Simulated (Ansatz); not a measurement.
## two structures of Al: a comparison of enthalpies under pressure, step by step

Computed with Ansatz 0.2.0, Python API.

At the Python prompt:
```pycon
>>> import csv
>>> import ansatz as az
>>> import numpy as np
>>> XC = "LDA"
>>> ECUT = 520
>>> KSPACING = 0.39
>>> OCCUPATIONS = "cold"
>>> SMEARING_WIDTH = 0.1
>>> def sc(A, a):
...     return (
...         az.Lattice.cubic(a)
...         .space_group(221)
...         .atom(A, (0, 0, 0))
...     )
...
>>> def diamond(a_site, a):
...     return az.Crystal.diamond(a_site, a=a)
...
>>> def run_phase(name, crystal, pressure=0.0):
...     calc = (
...         crystal.calculation()
...         .functional(XC)
...         .accuracy("medium")
...         .basis(ECUT)
...         .kpoints(spacing=KSPACING)
...         .occupations(OCCUPATIONS, width=SMEARING_WIDTH)
...     )
...     calc = calc.relax(force_tolerance=0.01, cell=True, pressure=pressure)
...     return calc.run(threads=1)
...
>>> def volume_per_atom(outcome):
...     return abs(np.linalg.det(outcome.lattice.cell_ang)) / len(outcome.lattice.sites)
...
>>> phases = {}
>>> phases["sc"] = sc("Al", 2.63)
>>> phases["diamond"] = diamond("Al", 5.57)
>>> # enthalpy per atom at each pressure
>>> pressures = [0, 20, 40, 60]
>>> enthalpy, volume = {name: [] for name in phases}, {name: [] for name in phases}
>>> for p in pressures:
...     for name, crystal in phases.items():
...         o = run_phase(name, crystal, pressure=p)
...         volume[name].append(volume_per_atom(o))
...         enthalpy[name].append(o.report["energy_sigma0_ev"] / len(o.lattice.sites) + p * volume[name][-1] / 160.21766)
...

>>> gap = np.array(enthalpy["diamond"]) - np.array(enthalpy["sc"])
>>> rows = [(p, va, vb, 1000 * d) for p, va, vb, d in zip(pressures, volume["sc"], volume["diamond"], gap)]
>>> with open("transition.csv", "w", newline="") as handle:
...     writer = csv.writer(handle)
...     writer.writerow(["P (GPa)", "V sc (A^3/atom)", "V diamond (A^3/atom)", "H(diamond) - H(sc) (meV/atom)"])
...     writer.writerows([round(v, 4) if isinstance(v, float) else v for v in row] for row in rows)
...
76
>>> print(open("transition.csv").read())
P (GPa),V sc (A^3/atom),V diamond (A^3/atom),H(diamond) - H(sc) (meV/atom)
0,19.2353,26.2739,439.811
20,15.6919,19.9671,1101.471
40,13.9274,17.2346,1569.5968
60,12.7673,15.5114,1944.0581
>>> crossings = [p0 - g0 * (p1 - p0) / (g1 - g0) for p0, p1, g0, g1 in zip(pressures, pressures[1:], gap, gap[1:]) if g0 * g1 < 0]
>>> print("crossing near", [round(float(p), 1) for p in crossings], "GPa") if crossings else print("no crossing in this range")
no crossing in this range
```

Caveats:
- These settings explore the input space; cutoff and mesh may be short of convergence.
- At a fixed pressure a relaxation lowers the enthalpy F + PV, while F alone can rise.
- For the metals among these phases the mesh is modest: differences between phases can be off by up to 40 meV an atom.
- Only these two structures are compared, at zero temperature and with their symmetry kept; either may be hypothetical, and another phase may be lower than both. Differences under about 40 meV an atom lie within the error of mesh and functional.
- The cells are prototypes set up for this calculation and needn't exist.
- The whole script took 13 s on 1 thread of Arm Neoverse V2, on a shared host, peak memory 0.35 GiB.

(Lines on the test bed's own set-up are left out of the output.)
